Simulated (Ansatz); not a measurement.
# SnHMe2(OAc) (C4H10O2Sn): geometry, orbitals and charge

Aim: characterise SnHMe2(OAc) (C4H10O2Sn) as a singlet: its structure, frontier levels and distribution of charge.

Method: RKS PBE0-D4/def2-TZVP; program: Ansatz 0.2.0, Gaussian basis.

Plan: relaxation at PBE-D4/def2-SVP; a single point at PBE0-D4/def2-TZVP.

2 further runs of the same task are left out: 2 set aside as unsound or not needed.

## Step 1: Where the work starts

17 atoms, charge 0, spin multiplicity 1.

Atoms are counted from 1 here; the program's logs count them from 0.

Bond lengths: Sn1–H2 1.711 Å, Sn1–C3 2.181 Å, Sn1–C7 2.183 Å, Sn1–O11 2.132 Å, C3–H4 1.086 Å, C3–H5 1.084 Å, C3–H6 1.084 Å, C7–H8 1.084 Å, C7–H9 1.087 Å, C7–H10 1.084 Å, O11–C12 1.292 Å, C12–C13 1.506 Å, C12–O14 1.215 Å, C13–H15 1.085 Å, C13–H16 1.086 Å, C13–H17 1.088 Å. Angles: H2–Sn1–C3 114.2°, H2–Sn1–C7 117.8°, H2–Sn1–O11 103.5°, C3–Sn1–C7 116.6°, C3–Sn1–O11 94.9°, C7–Sn1–O11 105.5°, Sn1–C3–H4 108.3°, Sn1–C3–H5 110.1°, Sn1–C3–H6 110.7°, H4–C3–H5 109.0°, H4–C3–H6 109.3°, H5–C3–H6 109.4°, Sn1–C7–H8 109.2°, Sn1–C7–H9 107.5°, Sn1–C7–H10 110.4°, H8–C7–H9 109.7°, H8–C7–H10 110.2°, H9–C7–H10 109.8° and more.

Sn takes a core potential in the def2 sets. No spin-orbit coupling is included.

The start is a GFN2-xTB geometry.

## Step 2: Optimising with PBE-D4/def2-SVP

File in.yaml:

```yaml
crystal:
  periodic: [false, false, false]
  atoms:
    - {symbol: Sn, position_ang: [0.804540, 0.795020, 0.602840]}
    - {symbol: H, position_ang: [0.803530, 0.639220, 2.306420]}
    - {symbol: C, position_ang: [2.755520, 0.484510, -0.321090]}
    - {symbol: H, position_ang: [2.624600, 0.475400, -1.398680]}
    - {symbol: H, position_ang: [3.168990, -0.467720, -0.008160]}
    - {symbol: H, position_ang: [3.438930, 1.280610, -0.050070]}
    - {symbol: C, position_ang: [-0.459020, 2.341770, -0.279150]}
    - {symbol: H, position_ang: [-1.438090, 2.310040, 0.184850]}
    - {symbol: H, position_ang: [-0.549460, 2.123560, -1.339840]}
    - {symbol: H, position_ang: [-0.010780, 3.318890, -0.141650]}
    - {symbol: O, position_ang: [-0.012350, -1.057040, -0.068010]}
    - {symbol: C, position_ang: [-1.229730, -1.190260, 0.342150]}
    - {symbol: C, position_ang: [-1.911700, -2.450300, -0.122160]}
    - {symbol: O, position_ang: [-1.777730, -0.355200, 1.033280]}
    - {symbol: H, position_ang: [-2.845270, -2.586540, 0.414230]}
    - {symbol: H, position_ang: [-1.251560, -3.298930, 0.033430]}
    - {symbol: H, position_ang: [-2.110410, -2.363030, -1.188390]}
basis:
  gaussian: {orbitals: def2-SVP}
hamiltonian: {xc: pbe, dispersion: d4}
scf: {lower_state_search: "off"}
output: {orbitals: {seedname: orbitals}}
relax: {f_tol: 0.02, max_steps: 100}
```

Command:

```sh
> ansatz run in.yaml --threads 2 --pin off --events-out ev --progress --plain --max-ram 32768MiB --backend cpu
```

The runs that follow: Single point, PBE0-D4/def2-TZVP.

Before running them: what should the planned runs give, taken together? Wanted: point group; commonest bond, hydrogen aside; HOMO, LUMO at PBE0-D4/def2-TZVP; dipole at PBE-D4/def2-SVP.

**Answer**, as computed:

| quantity | value |
| --- | --- |
| point group | C1 |
| commonest bond, hydrogen aside | C–O, 2 of mean length 1.279 Å |
| HOMO, LUMO at PBE0-D4/def2-TZVP | -7.63, 0.01 eV |
| dipole at PBE-D4/def2-SVP | 1.47 D |

**Reading.** The molecule keeps its bonding pattern by the stored test; the atoms moved 0.14 Å (rms). No usable vibrations, so a minimum isn't proven. The HOMO lies nearest to O14 49 %; C3 11 % and the LUMO to Sn1 27 %; H2 21 %. The point group is read from a loosely relaxed geometry; soft torsions can leave it below the true symmetry.
